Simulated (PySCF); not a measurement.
# C4F3NSe: the cost of one run

Programs: PySCF 2.14.0, with routines of our own; each step states its level. All values are computed. Atoms count from 0.

### Step 1. The system as given

9 atoms, charge 0, multiplicity 1; geometry from: GFN2-xTB.

### Step 2. Optimising the geometry at HF/def2-SVP

What the job is given:

```
{"job": {"xc": "HF", "basis": "def2-SVP", "grid": 1, "kind": "geom"}, "charge": 0, "multiplicity": 1}
N      2.806134    -0.624896    -0.131895
C      1.710660    -0.286585    -0.106049
C      0.369468     0.107876    -0.069249
C     -0.254833     1.279747    -0.312738
F      0.228318     2.441374    -0.668674
Se    -2.080993     0.838131    -0.005950
C     -0.824636    -0.751681     0.281683
F     -1.077983    -1.771292    -0.539272
F     -0.862572    -1.226680     1.526965
```

Launch:

```bash
> OMP_NUM_THREADS=1 python excited_run.py task.json out
```

This one command runs all jobs of the session in turn.

**Question.** How long does this first job take on 1 thread of AMD EPYC 7R43, shared host, and how much memory does it need?

About 42 s, with a peak of 0.62 GiB.
